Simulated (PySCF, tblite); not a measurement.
# C₄H₅BrFSi radical: geometry, infrared bands and EPR parameters

Aim: predict the infrared bands and EPR parameters of C₄H₅BrFSi radical (`FCC1=CC[Si]1Br`).

The runs use tblite 0.8.0 and PySCF 2.14.0, with density-fitted response routines of our own; the level of theory stands in each step. All values are computed, except where a source is named. Atoms are numbered from 0 throughout.

### 1 The starting structure

12 atoms, charge 0, multiplicity 2; geometry from: force field or distance geometry start.

Bonds of the start (Å): F0–C1 1.36, C1–C2 1.53, C2–C3 1.35, C3–C4 1.53, C4–Si5 1.90, Si5–Br6 2.22, Si5–C2 1.89, C1–H7 1.10, C1–H8 1.11, C3–H9 1.11, C4–H10 1.10, C4–H11 1.09.

### 2 Relaxing the molecule with GFN2-xTB

The job: settings as JSON, then the geometry in Å.

```
{"job": {"kind": "relax", "xc": "GFN2-xTB", "basis": "xTB"}, "charge": 0, "multiplicity": 2}
F      2.619400     0.028800    -0.923400
C      1.925800    -0.065700     0.241500
C      0.415600    -0.114900    -0.019900
C     -0.624000    -0.838500     0.452600
C     -1.816400    -0.279400    -0.323500
Si    -0.632700     0.912600    -1.208900
Br    -0.822600     2.950100    -0.342700
H      2.196500     0.797500     0.874900
H      2.268300    -0.985500     0.755700
H     -0.630000    -1.641400     1.220000
H     -2.306400    -0.980700    -1.017000
H     -2.592500     0.216300     0.264600
```

Launch:

```sh
OMP_NUM_THREADS=1 python probes_run.py task.json out
```

One launch serves the whole session: the jobs run in the order shown.

**Question.** This job is followed by: GFN2-xTB harmonic vibrations, gas phase; UKS B3LYP, def2-TZVP-core on Br, pcH-1 on C F H Si, non-relativistic, mean-field spin-orbit, GIAO. Predict these results of the whole session: strongest single infrared mode (GFN2-xTB); zero-point energy (GFN2-xTB); g(iso) (B3LYP); ⟨S²⟩; largest a(iso) (averaged by class); potential on the surface of density 0.002 e/bohr³, 1st and 99th percentile.

As calculated:

| quantity | value |
| --- | --- |
| strongest single infrared mode (GFN2-xTB) | 1012 cm⁻¹, 73 km/mol |
| zero-point energy (GFN2-xTB) | 49.4 kcal/mol |
| g(iso) (B3LYP) | 2.01481 |
| ⟨S²⟩ | 0.752 (exact 0.75) |
| largest a(iso) (averaged by class) | 29Si on Si5, -645.8 MHz |
| potential on the surface of density 0.002 e/bohr³, 1st and 99th percentile | -1.04 V and 1.14 V |

In words: The optimisation took 39 steps and gained 0.221 eV; among the close pairs (by a distance rule), C1–C2 changed most, from 1.533 to 1.484 Å. All 30 modes are real, so the xTB geometry is a minimum. The strongest single mode, at 1012 cm⁻¹, moves mainly C1 and F0. GFN2-xTB is a fitted tight-binding method: band positions and strengths are rough. Its intensities can rank the bands wrongly. Most of the unpaired spin sits on Si5 (0.72 e). The isotropic g lies 12.5 ppt above the free-electron value. The hyperfine terms hold no scalar relativity, which the heavier nuclei need. The conformer search found further structures of the same energy, which may be mirror or relabelled copies of this one.
